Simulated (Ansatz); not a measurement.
# Alloy of MgO and ZnO (6 of 32 Mg sites exchanged), 64 atoms

How does this alloy cell relax, and what gap do PBEsol, PBE, r²SCAN, HSE06 and HSE06 with spin–orbit coupling give?

All numbers are computed with Ansatz 0.2.0 (PAW, plane waves).

## 1. Starting point

64 atoms (32 O, 26 Mg, 6 Zn); a = 8.448 Å, b = 8.448 Å, c = 8.448 Å, α = 90.00°, β = 90.00°, γ = 90.00°. All atoms were shaken off their sites by about 0.02 Å along each axis.

The runs, in order: (2) PBEsol cell relaxation at the single k point (¼, ¼, ¼), on 1 × NVIDIA GB300 Max-Q with 32 threads of Arm Neoverse-V2; (3) PBE single point at the Γ point alone, on 1 × NVIDIA GB300 Max-Q with 32 threads of Arm Neoverse-V2; (4) r²SCAN single point at the Γ point alone, on 1 × NVIDIA GB300 Max-Q with 32 threads of Arm Neoverse-V2; (5) HSE06 single point at the Γ point alone, on 1 × NVIDIA GB300 Max-Q with 32 threads of Arm Neoverse-V2; (6) HSE06 with spin–orbit coupling single point at the Γ point alone, on 1 × NVIDIA GB300 Max-Q with 32 threads of Arm Neoverse-V2.

## 2. PBEsol relaxation of the cell and the positions

File in.yaml:

```yaml
crystal:
  lattice:
    - [8.448080, 0.000000, 0.000000]
    - [0.000000, 8.448080, 0.000000]
    - [0.000000, 0.000000, 8.448080]
  atoms:
    - { symbol: O, position: [0.251128, 0.001050, 0.003539] }
    - { symbol: O, position: [0.249873, 0.002223, 0.501269] }
    - { symbol: O, position: [0.247144, 0.501051, 0.996060] }
    - { symbol: O, position: [0.250857, 0.499946, 0.501177] }
    - { symbol: O, position: [0.751239, 0.000606, 0.000343] }
    - { symbol: O, position: [0.752299, 0.001003, 0.496750] }
    - { symbol: O, position: [0.748293, 0.500984, 0.002860] }
    - { symbol: O, position: [0.751930, 0.501558, 0.497228] }
    - { symbol: O, position: [0.999033, 0.249131, 0.002199] }
    - { symbol: O, position: [0.002308, 0.249858, 0.500335] }
    - { symbol: O, position: [0.998180, 0.751618, 0.000257] }
    - { symbol: O, position: [0.997999, 0.750279, 0.500921] }
    - { symbol: O, position: [0.501254, 0.249631, 0.001700] }
    - { symbol: O, position: [0.502850, 0.251379, 0.500174] }
    - { symbol: O, position: [0.495800, 0.746437, 0.998685] }
    - { symbol: O, position: [0.496866, 0.752031, 0.504197] }
    - { symbol: O, position: [0.997663, 0.004972, 0.251070] }
    - { symbol: O, position: [0.998746, 0.004521, 0.751180] }
    - { symbol: O, position: [0.000608, 0.500345, 0.249472] }
    - { symbol: O, position: [0.000345, 0.498130, 0.746924] }
    - { symbol: O, position: [0.503301, 0.999797, 0.248809] }
    - { symbol: O, position: [0.498292, 0.003997, 0.753160] }
    - { symbol: O, position: [0.502479, 0.497644, 0.247769] }
    - { symbol: O, position: [0.499606, 0.500425, 0.752319] }
    - { symbol: O, position: [0.247999, 0.249977, 0.247731] }
    - { symbol: O, position: [0.250924, 0.248201, 0.748414] }
    - { symbol: O, position: [0.251914, 0.751711, 0.252633] }
    - { symbol: O, position: [0.245781, 0.752977, 0.750192] }
    - { symbol: O, position: [0.750330, 0.252255, 0.245239] }
    - { symbol: O, position: [0.748444, 0.248579, 0.751973] }
    - { symbol: O, position: [0.755673, 0.747867, 0.246765] }
    - { symbol: O, position: [0.750503, 0.748545, 0.752149] }
    - { symbol: Mg, position: [0.998195, 0.999845, 0.000014] }
    - { symbol: Mg, position: [0.001817, 0.003646, 0.498480] }
    - { symbol: Mg, position: [0.999189, 0.499880, 0.000879] }
    - { symbol: Mg, position: [0.001625, 0.496582, 0.501002] }
    - { symbol: Mg, position: [0.499207, 0.999694, 0.999382] }
    - { symbol: Mg, position: [0.500631, 0.999953, 0.501627] }
    - { symbol: Mg, position: [0.502297, 0.501750, 0.004372] }
    - { symbol: Mg, position: [0.499718, 0.500602, 0.498338] }
    - { symbol: Mg, position: [0.252117, 0.246693, 0.001301] }
    - { symbol: Mg, position: [0.246760, 0.251941, 0.498990] }
    - { symbol: Mg, position: [0.253109, 0.752730, 0.500578] }
    - { symbol: Mg, position: [0.748284, 0.250462, 0.498537] }
    - { symbol: Mg, position: [0.748539, 0.747835, 0.002261] }
    - { symbol: Mg, position: [0.751801, 0.751339, 0.507504] }
    - { symbol: Mg, position: [0.249332, 0.993332, 0.253568] }
    - { symbol: Mg, position: [0.246403, 0.000670, 0.752806] }
    - { symbol: Mg, position: [0.251031, 0.498272, 0.249931] }
    - { symbol: Mg, position: [0.246551, 0.495620, 0.750979] }
    - { symbol: Mg, position: [0.743791, 0.001861, 0.749669] }
    - { symbol: Mg, position: [0.750693, 0.499274, 0.246498] }
    - { symbol: Mg, position: [0.749323, 0.501388, 0.749291] }
    - { symbol: Mg, position: [0.000413, 0.248900, 0.747444] }
    - { symbol: Mg, position: [0.001283, 0.752403, 0.750914] }
    - { symbol: Mg, position: [0.500420, 0.250710, 0.249665] }
    - { symbol: Mg, position: [0.495349, 0.247893, 0.749106] }
    - { symbol: Mg, position: [0.500553, 0.750211, 0.745819] }
    - { symbol: Zn, position: [0.249654, 0.749657, 0.004352] }
    - { symbol: Zn, position: [0.749554, 0.249752, 0.001229] }
    - { symbol: Zn, position: [0.749291, 0.997723, 0.251006] }
    - { symbol: Zn, position: [0.997862, 0.251548, 0.252896] }
    - { symbol: Zn, position: [0.997958, 0.753718, 0.252482] }
    - { symbol: Zn, position: [0.499429, 0.755685, 0.246351] }
  symmetry: { detect: false }
kpoints:
  mp_grid: { grid: [1, 1, 1], shift: [0.25, 0.25, 0.25] }
hamiltonian:
  xc: pbesol
scf:
  occupations: { method: fermi_dirac, width: 0.01 }
relax:
  f_tol: 0.03
  max_steps: 80
  escape_saddle: false
  adjacent_minimum: "off"
  cell: { fix: [shape] }
output:
  forces: true
  eigenvalues: true
  populations: true
```

On the command line:

```bash
$ ansatz run in.yaml --threads 32 --pin off --max-ram 171000MiB --runs-dir r --events-out ev --progress --plain --backend cuda --devices 0,
```

The runs that follow: PBE on the final geometry; r²SCAN single point; HSE06 on the same atoms; HSE06 with spin–orbit coupling on the same atoms.

Q: Predict the outcome of this session. Wanted: for each run, top filled to lowest empty.

The runs gave:

```
                         level         time   k points  top filled to lowest empty (eV)
            PBEsol, relaxation    6 s (GPU)  (¼, ¼, ¼)                             4.25
                           PBE  2.2 s (GPU)          Γ                             3.18
                        r²SCAN  2.8 s (GPU)          Γ                             3.92
                         HSE06   11 s (GPU)          Γ                             5.04
HSE06 with spin–orbit coupling   77 s (GPU)          Γ                             5.04
```

```
     quantity                                                                      value
   relaxation                                           6 recorded steps, 0.54 eV gained
largest shift                                             0.07 Å (Mg46 and others alike)
 relaxed cell  a = 8.449 Å, b = 8.449 Å, c = 8.449 Å, α = 90.00°, β = 90.00°, γ = 90.00°
   mean bonds                                                   Mg–O 2.109, O–Zn 2.128 Å
```

**What this shows.** The relaxation lowers the energy by 0.54 eV; the largest shift is 0.07 Å (Mg46 and others alike), while the volume changes by +0.0 %. The mean lengths differ by only 0.02 Å, over all coordinations together. At the same k points, PBE gives a spacing 1.86 eV smaller and r²SCAN gives a spacing 1.13 eV smaller than the 5.04 eV of HSE06. Rows on different k points differ by sampling as well as by level. Spin–orbit coupling changes the HSE06 spacing by less than 0.01 eV. The HSE06 single point took about 5.1 times as long as the PBE one on the same kind of device. With one k point the spacing samples only the states that fold onto it, so it can exceed the gap over the zone.
